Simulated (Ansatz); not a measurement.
A nudged elastic band was laid between two geometries of a periodic cell of 23 atoms, Si₆SnO₁₆ (host SiO2, host structure P4_2/mnm, dopant Sn, one Si atom removed).

Computed with Ansatz 0.2.0, DFT PBE, scalar-relativistic, plane waves, PAW. Settings: PAW set soft_1, cutoff 420 eV, k mesh 2x2x3, gaussian smearing 0.05 eV, no spin polarisation.

| Quantity | Value |
| --- | --- |
| movable images | 5 |
| climbing image | yes |
| spring | 5.0 eV/Å² |
| optimiser | quadratic models (default) |
| start path | straight line |
| force threshold | 0.05 eV/Å |
| iteration limit | 80 |
| end points | relaxed |

Initial state:

```xyz
23
Lattice="-4.1738 -4.1738 0.0000 4.1738 -4.1738 0.0000 0.0000 0.0000 5.3326" Properties=species:S:1:pos:R:3
Si 0.010 -4.168 -0.023
Sn 2.097 -2.082 1.335
O 1.184 -2.993 -0.155
O 0.752 -0.733 1.336
O -1.163 -5.343 -0.155
O 3.444 -3.428 1.336
Si 0.010 -4.168 2.694
O 1.184 -2.994 2.826
O 0.787 -0.769 4.002
O -1.163 -5.343 2.825
O 3.410 -3.392 4.002
Si 0.012 0.007 -0.019
Si -2.076 -2.081 1.335
O -2.883 -2.887 0.006
O 0.830 -4.986 1.336
O -1.268 -1.274 0.006
O -0.809 -3.350 1.336
Si 0.011 0.007 2.690
Si -2.076 -2.080 4.002
O -2.883 -2.887 2.665
O 0.857 -5.013 4.002
O -1.269 -1.274 2.665
O -0.836 -3.322 4.002
```

Final state:

```xyz
23
Lattice="-4.1738 -4.1738 0.0000 4.1738 -4.1738 0.0000 0.0000 0.0000 5.3326" Properties=species:S:1:pos:R:3
Si 0.000 -4.174 0.025
Sn 2.087 -2.087 -1.333
O 1.174 -3.000 0.158
O 0.777 -0.777 1.333
O -1.174 -5.348 0.158
O 3.397 -3.397 1.333
Si 0.000 -4.174 2.641
O 1.174 -3.000 2.508
O 0.740 -0.740 3.999
O -1.174 -5.348 2.508
O 3.434 -3.434 3.999
Si 0.000 0.000 0.023
Si -2.087 -2.087 1.333
O -2.894 -2.894 -0.003
O 0.846 -5.019 1.333
O -1.280 -1.280 -0.003
O -0.846 -3.328 1.333
Si 0.000 0.000 2.644
Si -2.087 -2.087 3.999
O -2.894 -2.894 2.670
O 0.819 -4.993 3.999
O -1.280 -1.280 2.670
O -0.819 -3.355 3.999
```

(1) Which bonds break or form, and what moves?

(2) What energy profile does the band end with?

(3) What is the geometry of the highest image?

Answers

(1) Contacts lost: Sn2–O4, Sn2–O6. Contacts made: Sn2–O9, Sn2–O11. The atom that moves furthest is Sn2, by 2.67 Å; four of its nearest neighbours are O4 1.90, O6 1.90, O8 1.97, O3 1.97 Å at the first end and O9 1.90, O11 1.90, O5 1.97, O3 1.97 Å at the last.

(2) The forces met the threshold. The highest image is number 3 of 0 to 6, 2.78 eV above the ends, which have the same energy within 2 meV. By the program's own check the climbing image is a first-order saddle point (lowest curvatures found: -2.33 and 1.27 eV/Å²). Limits of this set-up: coarse k mesh, no spin, though dangling bonds at a vacancy may carry it, a small cell, in which the defect meets its images.

| image | path coordinate (Å) | energy (eV) | Sn2–O4 (Å) | Sn2–O6 (Å) | Sn2–O9 (Å) |
| --- | --- | --- | --- | --- | --- |
| 0 | 0.00 | 0.00 | 1.90 | 1.90 | 3.25 |
| 1 | 0.96 | 0.97 | 1.91 | 1.94 | 3.15 |
| 2 | 1.92 | 1.91 | 1.89 | 2.08 | 2.52 |
| 3 | 2.88 | 2.78 | 1.92 | 2.62 | 1.92 |
| 4 | 3.84 | 1.92 | 2.52 | 2.96 | 1.89 |
| 5 | 4.79 | 0.97 | 3.14 | 3.21 | 1.91 |
| 6 | 5.75 | 0.00 | 3.25 | 3.25 | 1.90 |

(3) 
```xyz
23
Lattice="-4.1738 -4.1738 0.0000 4.1738 -4.1738 0.0000 0.0000 0.0000 5.3326" Properties=species:S:1:pos:R:3
Si 0.076 -4.242 0.001
Sn 1.719 -1.713 0.001
O 1.312 -3.368 -0.757
O 0.670 -0.766 1.300
O -0.801 -5.475 0.759
O 3.178 -3.432 1.336
Si 0.048 -4.214 2.668
O 1.177 -3.038 3.170
O 0.775 -0.662 4.035
O -1.129 -5.341 2.165
O 3.441 -3.169 3.999
Si -0.170 0.178 0.001
Si -1.986 -2.027 1.333
O -2.865 -2.897 0.102
O 1.125 -4.752 1.342
O -1.268 -1.299 -0.100
O -0.499 -3.154 1.279
Si -0.112 0.121 2.668
Si -2.139 -2.179 4.001
O -2.848 -2.921 2.573
O 0.586 -5.291 3.992
O -1.244 -1.317 2.762
O -1.010 -3.665 4.056
```

Time of the run: 49 min on 2 threads of Arm Neoverse V1, on a shared host, peak memory 1.1 GiB.
